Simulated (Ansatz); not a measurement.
Crystal: Ba2Tl5V3O12.

```
Ba V Tl O
1.0
     4.23698    2.44622    6.12840
    -4.23698    2.44622    6.12840
     0.00000   -4.89244    6.12840
Ba V Tl O
2 3 5 12
Direct
  0.50000 0.50000 0.50000
  0.00000 0.00000 0.00000
  0.50000 0.50000 0.00000
  0.00000 0.50000 0.50000
  0.50000 0.00000 0.50000
  0.00000 0.00000 0.50000
  0.50000 0.00000 0.00000
  0.00000 0.50000 0.00000
  0.74045 0.74045 0.74045
  0.25955 0.25955 0.25955
  0.71652 0.08089 0.41242
  0.41242 0.71652 0.08089
  0.08089 0.41242 0.71652
  0.58757 0.91911 0.28348
  0.91911 0.28348 0.58757
  0.28348 0.58757 0.91911
  0.28348 0.91911 0.58757
  0.58757 0.28348 0.91911
  0.91911 0.58757 0.28348
  0.41242 0.08089 0.71652
  0.08089 0.71652 0.41242
  0.71652 0.41242 0.08089
```

The cell was built by a generator and needn't be a form met in nature.

- Program: Ansatz 0.2.0
- Task: relaxation of cell and atoms
- Functional: PBEsol
- Potentials or basis: all-electron PAW datasets made for the crystal
- k mesh: 2 × 2 × 2
- Occupations: fermi-dirac, width 0.05 eV
- Spin: collinear spin, ferromagnetic start
- Starting moments: [0.0, 0.0, 2.0, 2.0, 2.0, 0.0, 0.0, 0.0, 0.0, 0.0, 0.0, 0.0, 0.0, 0.0, 0.0, 0.0, 0.0, 0.0, 0.0, 0.0, 0.0, 0.0] μB

At the start: volume 17.32 Å³/atom.

Problem. How do energy, volume and symmetry change on relaxing?

Solution. Over 6 steps the energy falls by 14.3 meV/atom and the volume is 16.24 Å³/atom (-6.3 %); space group R-3m (No. 166, to 0.05 Å); moment 1.39 μB per cell.

The path:
| step | energy change (eV) | largest force (eV/Å) | volume (Å³) |
| --- | --- | --- | --- |
| 1 | 0.0000 | 0.2165 | 381.11 |
| 2 | -0.1497 | 0.2307 | 343.01 |
| 3 | -0.3057 | 0.0605 | 359.75 |
| 4 | -0.3132 | 0.0206 | 357.82 |
| 5 | -0.3142 | 0.0025 | 357.28 |
| 6 | -0.3139 | 0.0025 | 357.28 |

Final structure:
```
Ba V Tl O
1.0
     4.14661    2.39404    5.99831
    -4.14661    2.39404    5.99831
     0.00000   -4.78809    5.99831
Ba V Tl O
2 3 5 12
Direct
  0.50000 0.50000 0.50000
  0.00000 0.00000 0.00000
  0.50000 0.50000 0.00000
  0.00000 0.50000 0.50000
  0.50000 0.00000 0.50000
  0.00000 0.00000 0.50000
  0.50000 0.00000 0.00000
  0.00000 0.50000 0.00000
  0.74061 0.74061 0.74061
  0.25939 0.25939 0.25939
  0.71884 0.08349 0.41088
  0.41088 0.71884 0.08349
  0.08349 0.41088 0.71884
  0.58912 0.91651 0.28116
  0.91651 0.28116 0.58912
  0.28116 0.58912 0.91651
  0.28116 0.91651 0.58912
  0.58912 0.28116 0.91651
  0.91651 0.58912 0.28116
  0.41088 0.08349 0.71884
  0.08349 0.71884 0.41088
  0.71884 0.41088 0.08349
```

Caveat: the k mesh is coarse (spacing up to 0.46 Å⁻¹), so the values aren't converged; the k mesh is thin for a metal, which can move the energy by tens of meV per atom.
